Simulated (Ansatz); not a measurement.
# Zr3B: the cost of one run

Method: DFT PBE, scalar-relativistic, plane waves, PAW, in Ansatz 0.2.0.

**1. Starting point**

It takes space group I4/mmm (No. 139, tetragonal). The conventional cell has a = 4.571 Å, b = 4.571 Å, c = 5.818 Å, α = 90.00°, β = 90.00°, γ = 90.00°. Around Zr (site symmetry mmm) lie 2 Zr at 2.29 Å and 2 B at 2.29 Å. Zr (site symmetry 4/mmm) is surrounded by 4 Zr at 2.29 Å. B (site symmetry 4/mmm) is surrounded by 4 Zr at 2.29 Å.

Structure file:

```cif
data_structure
_symmetry_space_group_name_H-M 'P 1'
_symmetry_Int_Tables_number 1
_cell_length_a 4.3484
_cell_length_b 4.3484
_cell_length_c 4.3484
_cell_angle_alpha 116.588
_cell_angle_beta 116.588
_cell_angle_gamma 96.019
_cell_volume 60.78
loop_
_atom_site_label
_atom_site_type_symbol
_atom_site_fract_x
_atom_site_fract_y
_atom_site_fract_z
_atom_site_occupancy
Zr1 Zr 0.50000 0.00000 0.50000 1
Zr2 Zr 0.00000 0.50000 0.50000 1
Zr3 Zr 0.00000 0.00000 0.00000 1
B1 B 0.50000 0.50000 0.00000 1
```

The cell is invented: random cell by space group and Wyckoff sites (I4/mmm, No. 139). The dimensions are guesses.

**2. The guess as it stands, on a coarse mesh**

The input, input.yaml:

```yaml
crystal:
  lattice:
    - [-2.28536718, 2.28536718, 2.90911341]
    - [2.28536718, -2.28536718, 2.90911341]
    - [2.28536718, 2.28536718, -2.90911341]
  atoms:
    - { symbol: Zr, position: [0.5, 0.0, 0.5] }
    - { symbol: Zr, position: [0.0, 0.5, 0.5] }
    - { symbol: Zr, position: [0.0, 0.0, 0.0] }
    - { symbol: B, position: [0.5, 0.5, 0.0] }
basis:
  ecutwfc: 420
kpoints:
  mp_grid: { grid: [6, 6, 6] }
hamiltonian:
  xc: pbe
scf:
  occupations: { method: gaussian, width: 0.1 }
  lower_state_search: "off"
output:
  forces: true
  stress: true
  eigenvalues: true
```

On the command line:

```sh
$ ansatz run input.yaml --threads 1 --pin off --max-ram 2560MiB --backend cpu --events-out ev --progress --plain --runs-dir out
```

What time and memory should one allow on 1 thread of Intel Xeon Platinum 8488C (Sapphire Rapids), shared host?

About 1.9 s, with a peak of 0.37 GiB.
